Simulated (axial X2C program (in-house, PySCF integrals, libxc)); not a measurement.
**PdCl: EOM-EA-CCSD levels**

Wanted for PdCl: EOM-EA-CCSD levels, at the two-component level.

Method: two-component X2C with atomic mean-field terms, Pd dyall-acv3z, Cl dyall-av3z; program: an in-house X2C program for linear molecules on PySCF integrals.

All values are calculated.

### Step 1. Set-up

The input, task.json:

```json
{"zs": [46, 17], "q": 0, "bas": ["dyall-acv3z", "dyall-av3z"], "r0": 2.19, "eom": "ea", "thr": -2.0, "nmax": 92, "grid": [1, 0.96, 1.045, 0.92, 1.09, 1.15]}
```

Keys: zs atomic numbers; q charge; bas basis sets; r0 starting distance in Å; eom kind of EOM run; thr threshold in hartree for freezing inner shells (an s shell follows its p shell); nmax most natural virtual spinors; grid distances as factors.

On the command line:

```
> python soeom.py task.json out
```

Further steps of the session: EOM-EA-CCSD at 2.242 Å.

Q: Predict the outcome of this session. Wanted: next root led by one particle; T1 of the reference; lowest state, Re and ωe.

The runs gave:

```
                     quantity                             value
       lowest root at 2.242 Å                 Ω = 1/2, 9.589 eV
next root led by one particle  Ω = 1/2, about 22390 cm⁻¹ higher
          T1 of the reference                             0.084
      lowest state, Re and ωe                 2.221 Å, 389 cm⁻¹
```

In words: The added electron is bound by 9.59 eV in a spinor of 52% Pd dσ, 20% Cl pσ, 12% Pd sσ. Errors of 0.1 to 0.3 eV are usual at this size, and roots led by higher excitations are left out, so the list is incomplete, and low states of that kind can be missing. T1 or the largest double amplitude of the reference is raised, which lowers the reliability.
